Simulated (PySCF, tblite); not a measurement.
**C₆H₁₂OSSi: geometry, infrared bands and NMR shifts**

Wanted: the infrared bands and NMR shifts of C₆H₁₂OSSi (`CC/C=C/[Si@H]1OCCS1`), by calculation.

Computed with tblite 0.8.0 and PySCF 2.14.0, with density-fitted response routines of our own, on a single molecule in the gas phase. Atoms are numbered from 0 throughout.

**1. Starting geometry**

21 atoms, charge 0, multiplicity 1; geometry from: force field or distance geometry start.

Bonds of the start (Å): C0–C1 1.51, C1–C2 1.49, C2–C3 1.32, C3–Si4 1.82, Si4–O5 1.75, O5–C6 1.39, C6–C7 1.50, C7–S8 1.84, S8–Si4 2.16, C0–H9 1.13, C0–H10 1.11, C0–H11 1.12, C1–H12 1.13, C1–H13 1.10, C2–H14 1.09, C3–H15 1.12, Si4–H16 1.44, C6–H17 1.11, C6–H18 1.10, C7–H19 1.11, C7–H20 1.11.

**2. Geometry optimisation with GFN2-xTB**

What the job is given:

```
{"job": {"kind": "relax", "xc": "GFN2-xTB", "basis": "xTB"}, "charge": 0, "multiplicity": 1}
C     -3.767400    -0.150800     0.019400
C     -2.664000     0.880900     0.123600
C     -1.336100     0.205100     0.117900
C     -0.456500     0.295400     1.103900
Si     1.132800    -0.588500     0.969900
O      1.525300    -0.637600    -0.733800
C      2.914100    -0.733900    -0.795700
C      3.560500     0.492200    -0.223600
S      2.834500     0.654300     1.457200
H     -4.451600     0.060900    -0.850800
H     -4.327300    -0.219700     0.969700
H     -3.349500    -1.160000    -0.213200
H     -2.808500     1.430100     1.096100
H     -2.708000     1.631300    -0.675900
H     -1.047500    -0.389700    -0.751800
H     -0.682100     0.877700     2.031800
H      1.180500    -1.873700     1.607400
H      3.163300    -0.777900    -1.877700
H      3.269400    -1.675300    -0.354700
H      4.636400     0.268700    -0.071700
H      3.372800     1.427500    -0.793700
```

Run with:

```bash
$ OMP_NUM_THREADS=1 python probes_run.py task.json out
```

One launch serves the whole session: the jobs run in the order shown.

**Question.** This job is followed by: GFN2-xTB harmonic vibrations, gas phase; GIAO PBE0/pcSseg-1 NMR shielding, non-relativistic, gas phase. Predict these results of the whole session: strongest single infrared mode (GFN2-xTB); zero-point energy (GFN2-xTB); 13C shifts against TMS (PBE0/pcSseg-1); 1H shifts against TMS (PBE0/pcSseg-1, means over atoms taken as alike); 29Si shifts against TMS (PBE0/pcSseg-1); 17O shifts against H2O (PBE0/pcSseg-1); 33S shifts against CS2 (PBE0/pcSseg-1); surface potential, 1st and 99th percentile.

As calculated:

| quantity | value |
| --- | --- |
| strongest single infrared mode (GFN2-xTB) | 2291 cm⁻¹, 256 km/mol |
| zero-point energy (GFN2-xTB) | 105.2 kcal/mol |
| 13C shifts against TMS (PBE0/pcSseg-1) | 162.9, 128.7, 70.4, 36.7, 36.4, 16.6 ppm |
| 1H shifts against TMS (PBE0/pcSseg-1, means over atoms taken as alike) | 6.58, 5.65, 5.61, 4.47, 3.72, 3.07, 2.70, 2.39, 2.07, 1.08 ppm |
| 29Si shifts against TMS (PBE0/pcSseg-1) | 6.2 ppm |
| 17O shifts against H2O (PBE0/pcSseg-1) | 44.7 ppm |
| 33S shifts against CS2 (PBE0/pcSseg-1) | -148 ppm |
| surface potential, 1st and 99th percentile | -1.17 V and 1.05 V |

What this shows: The optimisation took 169 steps and gained 0.679 eV; among the close pairs (by a distance rule), Si4–O5 changed most, from 1.749 to 1.632 Å. No mode is imaginary among the 57: a minimum at this level. The strongest single mode, at 2291 cm⁻¹, moves mainly H16. GFN2-xTB is a fitted tight-binding method: band positions and strengths are rough. Its intensities can rank the bands wrongly. At PBE0/pcSseg-1: The widest tensor belongs to S8: span 279 ppm, with a paramagnetic part of -407 ppm. By nearest atom (PBE0/pcSseg-1), the HOMO sits on S8 77 % and the LUMO on C2 30 %; C3 23 %.
